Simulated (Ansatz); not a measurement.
# C3H7BS: a ladder of functionals and wavefunction methods

An exercise on one series of results from a longer session: the logs are not shown, and one member is left open.

Program: Ansatz 0.2.0, Gaussian basis. Level of theory: functionals in def2-TZVPP, the program's frozen cores in correlated methods. These are calculated values, not measurements.

Levels to be run: PBE-D4, r2SCAN-D4, PBE0-D4, B3LYP-D4, ωB97X-V, ωB97M-V, B2PLYP; CCSD(T)/def2-TZVPP; MP2/def2-QZVPP; extrapolation to the limit.

## The geometry

An earlier PBE0-D4 in a triple-zeta def2 set relaxation fixed the geometry.

SMILES `B1CCCS1`, 12 atoms, charge 0, spin multiplicity 1.

Atoms are counted from 1 here; the program's logs count them from 0.

Bond lengths: B1–C2 1.570 Å, B1–S5 1.769 Å, B1–H6 1.192 Å, C2–C3 1.530 Å, C2–H7 1.101 Å, C2–H8 1.093 Å, C3–C4 1.521 Å, C3–H9 1.094 Å, C3–H10 1.094 Å, C4–S5 1.830 Å, C4–H11 1.093 Å, C4–H12 1.090 Å. Angles: C2–B1–S5 110.9°, C2–B1–H6 128.2°, S5–B1–H6 120.9°, B1–C2–C3 106.8°, B1–C2–H7 106.9°, B1–C2–H8 114.0°, C3–C2–H7 110.7°, C3–C2–H8 112.8°, H7–C2–H8 105.6°, C2–C3–C4 108.5°, C2–C3–H9 108.9°, C2–C3–H10 113.0°, C4–C3–H9 108.7°, C4–C3–H10 110.5°, H9–C3–H10 107.2°, C3–C4–S5 106.9°, C3–C4–H11 111.9°, C3–C4–H12 113.2° and more.

As a file:

| atom | x (Å) | y (Å) | z (Å) |
| --- | --- | --- | --- |
| B1 | -1.58750 | -0.01402 | 0.10695 |
| C2 | -0.35718 | 0.57989 | 0.88040 |
| C3 | 0.88387 | -0.14680 | 0.35950 |
| C4 | 0.69689 | -0.41616 | -1.12610 |
| S5 | -1.06784 | -0.83253 | -1.37305 |
| H6 | -2.74231 | 0.05503 | 0.39552 |
| H7 | -0.31232 | 1.65222 | 0.63406 |
| H8 | -0.44996 | 0.53141 | 1.96844 |
| H9 | 0.97938 | -1.10467 | 0.87997 |
| H10 | 1.80934 | 0.41063 | 0.53362 |
| H11 | 0.91313 | 0.46801 | -1.73095 |
| H12 | 1.31149 | -1.23810 | -1.49415 |

The first run:

Contents of in.yaml:

```yaml
crystal:
  periodic: [false, false, false]
  atoms:
    - {symbol: B, position_ang: [-1.587497, -0.014025, 0.106951]}
    - {symbol: C, position_ang: [-0.357182, 0.579891, 0.880395]}
    - {symbol: C, position_ang: [0.883870, -0.146804, 0.359503]}
    - {symbol: C, position_ang: [0.696891, -0.416164, -1.126104]}
    - {symbol: S, position_ang: [-1.067844, -0.832526, -1.373052]}
    - {symbol: H, position_ang: [-2.742314, 0.055028, 0.395523]}
    - {symbol: H, position_ang: [-0.312317, 1.652222, 0.634060]}
    - {symbol: H, position_ang: [-0.449957, 0.531408, 1.968442]}
    - {symbol: H, position_ang: [0.979383, -1.104669, 0.879967]}
    - {symbol: H, position_ang: [1.809342, 0.410626, 0.533621]}
    - {symbol: H, position_ang: [0.913133, 0.468014, -1.730953]}
    - {symbol: H, position_ang: [1.311492, -1.238100, -1.494154]}
basis:
  gaussian: {orbitals: def2-TZVPP}
hamiltonian: {xc: pbe, dispersion: d4}
output: {forces: true, orbitals: {seedname: orbitals}}
```

Launch:

```bash
> ansatz run in.yaml --threads 4 --pin off --events-out ev --progress --plain --max-ram 10444MiB
```

Steps of the session up to this table: PBE-D4 (GGA); r2SCAN-D4 (meta-GGA); PBE0-D4 (hybrid); B3LYP-D4 (hybrid); ωB97X-V (range-separated); ωB97M-V (range-separated); B2PLYP (double hybrid); CCSD(T) in def2-TZVPP; MP2 in def2-QZVPP.

One of the session's tables, all rows but one given; the rest of the session is left out.

```
            method  atomisation energy (eV)
            PBE-D4                   50.752
         r2SCAN-D4                   49.935
           PBE0-D4                   50.179
          B3LYP-D4                   49.578
           ωB97X-V                   49.755
           ωB97M-V                   49.843
            B2PLYP                   49.087
     HF/def2-TZVPP                        ?
    MP2/def2-TZVPP                   49.161
   CCSD/def2-TZVPP                   47.665
CCSD(T)/def2-TZVPP                   48.371
           MP2/CBS                   50.247
       CCSD(T)/CBS                   49.457
```

Estimate the missing values for HF/def2-TZVPP.

**Answer.** atomisation energy (eV): 37.491. In the column «atomisation energy (eV)» it is the lowest.
